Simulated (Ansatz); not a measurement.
# BH₆NOSi: one species, many methods

How much do the methods differ for BH₆NOSi? The plan is to run it at one geometry with functionals of several rungs and with coupled cluster. The yardstick is the atomisation energy at the CCSD(T) limit.

Program: Ansatz 0.2.0, Gaussian basis. Level of theory: functionals in def2-TZVPP, the program's frozen cores in correlated methods. These are calculated values, not measurements.

Plan: LDA (SPW92), PBE-D4, revPBE-D4, BLYP-D4, r2SCAN-D4, B97M-V, PBE0-D4, B3LYP-D4, r2SCANh-D4, r2SCAN0-D4, HSE06-D4, BHLYP-D4, CAM-B3LYP-D4, LC-ωPBE, ωB97X-V, ωB97M-V, B2PLYP, PBE-QIDH; CCSD(T)/def2-SVP; CCSD(T)/def2-TZVPP; CCSD(T)/def2-QZVPP; extrapolation to the limit; RPA on PBE.

### Step 1. The relaxed structure

All runs share one geometry, relaxed beforehand with PBE0-D4 in a triple-zeta def2 set.

SMILES `NBO[SiH3]`, 10 atoms, charge 0, spin multiplicity 1.

Atoms are counted from 1 here; the program's logs count them from 0.

Bond lengths: N1–B2 1.395 Å, N1–H5 1.003 Å, N1–H6 1.006 Å, B2–O3 1.370 Å, B2–H7 1.202 Å, O3–Si4 1.641 Å, Si4–H8 1.485 Å, Si4–H9 1.485 Å, Si4–H10 1.487 Å. Angles: B2–N1–H5 122.6°, B2–N1–H6 122.7°, H5–N1–H6 114.7°, N1–B2–O3 119.4°, N1–B2–H7 119.7°, O3–B2–H7 120.9°, B2–O3–Si4 132.6°, O3–Si4–H8 108.9°, O3–Si4–H9 108.9°, O3–Si4–H10 110.8°, H8–Si4–H9 109.1°, H8–Si4–H10 109.6°, H9–Si4–H10 109.6°.

As a file:

| atom | x (Å) | y (Å) | z (Å) |
| --- | --- | --- | --- |
| N1 | -1.38614 | 1.60383 | -0.34653 |
| B2 | -0.20503 | 0.86261 | -0.30064 |
| O3 | -0.22875 | -0.40774 | 0.21266 |
| Si4 | 0.93627 | -1.54514 | 0.41854 |
| H5 | -1.42503 | 2.53733 | -0.71196 |
| H6 | -2.26575 | 1.24443 | -0.01586 |
| H7 | 0.81740 | 1.34415 | -0.71060 |
| H8 | 1.02710 | -1.88418 | 1.86099 |
| H9 | 0.56038 | -2.76192 | -0.34441 |
| H10 | 2.25256 | -1.04457 | -0.05930 |

### Step 2. LDA

This LDA is Slater exchange with PW92 correlation.

File in.yaml:

```yaml
crystal:
  periodic: [false, false, false]
  atoms:
    - {symbol: N, position_ang: [-1.386144, 1.603828, -0.346526]}
    - {symbol: B, position_ang: [-0.205027, 0.862614, -0.300643]}
    - {symbol: O, position_ang: [-0.228749, -0.407736, 0.212655]}
    - {symbol: Si, position_ang: [0.936265, -1.545140, 0.418542]}
    - {symbol: H, position_ang: [-1.425027, 2.537325, -0.711958]}
    - {symbol: H, position_ang: [-2.265752, 1.244429, -0.015855]}
    - {symbol: H, position_ang: [0.817399, 1.344154, -0.710596]}
    - {symbol: H, position_ang: [1.027099, -1.884184, 1.860988]}
    - {symbol: H, position_ang: [0.560378, -2.761924, -0.344408]}
    - {symbol: H, position_ang: [2.252558, -1.044566, -0.059301]}
basis:
  gaussian: {orbitals: def2-TZVPP}
hamiltonian: {xc: lda}
output: {orbitals: {seedname: orbitals}}
```

The run is started by

```sh
> ansatz run in.yaml --threads 2 --pin off --events-out ev --progress --plain --max-ram 22528MiB --backend cpu
```

Further steps of the session: PBE-D4 (GGA); revPBE-D4 (GGA); BLYP-D4 (GGA); r2SCAN-D4 (meta-GGA); B97M-V (meta-GGA); B3LYP-D4 (hybrid); r2SCANh-D4 (hybrid); r2SCAN0-D4 (hybrid); HSE06-D4 (hybrid); BHLYP-D4 (hybrid); CAM-B3LYP-D4 (range-separated); LC-ωPBE (range-separated); ωB97X-V (range-separated); ωB97M-V (range-separated); B2PLYP (double hybrid); PBE-QIDH (double hybrid); CCSD(T) in def2-SVP; CCSD(T) in def2-TZVPP; CCSD(T) in def2-QZVPP; RPA on PBE orbitals.

**Question.** What will the summary of the whole plan be? Wanted: atomisation energy, CCSD(T)/CBS; farthest beyond LDA; mean size of error, GGA; mean size of error, meta-GGA; mean size of error, hybrid; mean size of error, range-separated; mean size of error, double hybrid; gap, smallest and largest; T1 diagnostic.

The runs gave:

| quantity | value |
| --- | --- |
| atomisation energy, CCSD(T)/CBS | 38.098 eV |
| functionals within 0.190 eV (0.5 %) | BLYP-D4, r2SCAN-D4, B97M-V, B3LYP-D4, ωB97X-V |
| farthest beyond LDA | BHLYP-D4 (-0.721 eV) |
| mean size of error, GGA | 0.316 eV |
| mean size of error, meta-GGA | 0.059 eV |
| mean size of error, hybrid | 0.357 eV |
| mean size of error, range-separated | 0.261 eV |
| mean size of error, double hybrid | 0.336 eV |
| gap, smallest and largest | 6.07 eV (LDA (SPW92)), 13.40 eV (LC-ωPBE) |
| T1 diagnostic | 0.0120 |
| triples share of the correlation energy | 3.4 % |

LDA overbinds by 4.844 eV (13 %). PBE-D4 is off by +0.276 eV. Double hybrids carry the basis error of their MP2 part in triple zeta, and no dispersion term here, so their miss is partly the set-up's. By mean error the best rung here is meta-GGA (0.059 eV) and the worst beyond LDA is hybrid (0.357 eV). The mean of the hybrids holds BHLYP, with half exact exchange. The reference freezes the cores and leaves out relativity and excitations past (T), so misses under about 0.190 eV can't be ranked. Hartree-Fock recovers 74 % of the binding; the rest is correlation. CCSD(T) in def2-SVP is off by -2.345 eV, so the small basis spoils what the method gains. Orbital gaps span 6.1 to 13.4 eV; exact exchange widens them.
